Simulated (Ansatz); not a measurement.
I need a charge-density difference against the sublattices of TlSn, space group P4/mmm. Use Ansatz 0.2.0, Python API. Settings (first run): PBEsol, PAW, cutoff 460 eV, 8×8×7 k-points, cold smearing of 0.05 eV.

```xyz
2
Lattice="3.6147 0.0000 0.0000 0.0000 3.6147 0.0000 0.0000 0.0000 4.3750" Properties=species:S:1:pos:R:3 pbc="T T T"
Tl    0.0000    0.0000    0.0000
Sn    1.8074    1.8074    2.1875
```

`tlsn.py`:
```python
"""Density of TlSn less that of its sublattices."""

import warnings

import ansatz as az
import numpy as np

vectors0 = np.array([
    [3.61473, 0.0, 0.0],
    [0.0, 3.61473, 0.0],
    [0.0, 0.0, 4.375],
])
sites = [
    ("Tl", [0.0, 0.0, 0.0]),
    ("Sn", [0.5, 0.5, 0.5]),
]


def make_crystal(cell):
    crystal = az.Crystal(lattice=az.Lattice.of(cell))
    for symbol, position in sites:
        crystal = crystal.atom(symbol, position)
    return crystal

warnings.simplefilter("ignore", az.DeckWarning)

# one cutoff and one grid for all runs, so that the fields can be subtracted
def solve(crystal):
    return (
        crystal.calculation()
        .occupations("cold", width=0.05)
        .functional("PBEsol")
        .basis(460, grid_basis="typed")
        .kpoints(8, 8, 7)
        .density()
        .run(threads=1)
    )


whole = solve(make_crystal(vectors0))
difference = whole.density().channels[0].density_e_per_ang3.copy()
binding = whole.report["free_energy_ev"]
for element in ["Tl", "Sn"]:
    part = az.Crystal(lattice=az.Lattice.of(vectors0))
    for symbol, position in sites:
        if symbol == element:
            part = part.atom(symbol, position)
    alone = solve(part)
    difference -= alone.density().channels[0].density_e_per_ang3
    binding -= alone.report["free_energy_ev"]
    print(f"{element} sublattice: {alone.report['n_electrons']:g} electrons, {alone.report['n_iterations']} iterations")

voxel = abs(np.linalg.det(vectors0)) / difference.size
print(f"energy of the crystal less its unpolarised sublattices: {binding / len(sites):.4f} eV/atom")
print(f"net charge of the difference {difference.sum() * voxel:.5f} e, charge rearranged {0.5 * np.abs(difference).sum() * voxel:.3f} e")
print(f"extremes {difference.min():.4f} and {difference.max():.4f} e/A^3")
for (symbol, position) in sites:
    index = tuple(int(round(p * n)) % n for p, n in zip(position, difference.shape))
    print(f"  change of the pseudo-density at the grid point nearest {symbol}: {difference[index]:+.4f} e/A^3")
profile = difference.mean(axis=(0, 1))
print("planar mean along the third vector:", np.round(profile[:: max(len(profile) // 12, 1)], 4))
```

```console
$ python tlsn.py
Tl sublattice: 13 electrons, 6 iterations
Sn sublattice: 14 electrons, 6 iterations
energy of the crystal less its unpolarised sublattices: -0.9069 eV/atom
net charge of the difference 0.00000 e, charge rearranged 0.201 e
extremes -0.0234 and 0.0227 e/A^3
  change of the pseudo-density at the grid point nearest Tl: +0.0075 e/A^3
  change of the pseudo-density at the grid point nearest Sn: -0.0044 e/A^3
planar mean along the third vector: [-0.01   -0.0076 -0.0026  0.0051  0.0101  0.008   0.0011 -0.0052 -0.008
 -0.0052  0.0011  0.008   0.0101  0.0051 -0.0026 -0.0076]
```

What to keep in mind:
- The mesh is modest for a metal, so energies can be off by several to tens of meV an atom and pressures by half a GPa or more; differences at equal mesh fare better.
- Spin-orbit coupling, which matters for elements this heavy, is left out.
- Densities and potentials on the grid are those of the valence electrons, and inside the cores they hang on the potentials used.
- The starting cell is as deposited in a crystallographic database; the results hold for this polymorph, which needn't be the stable one.
- Charge moved counts every rearrangement, bonding and polarisation too, and is no transfer between atoms; the bare sublattices are artificial references. Values near the nuclei depend on the potentials.
- It ran for 9.3 s on 1 thread of Arm Neoverse V1, on a shared host, peak memory 0.41 GiB.
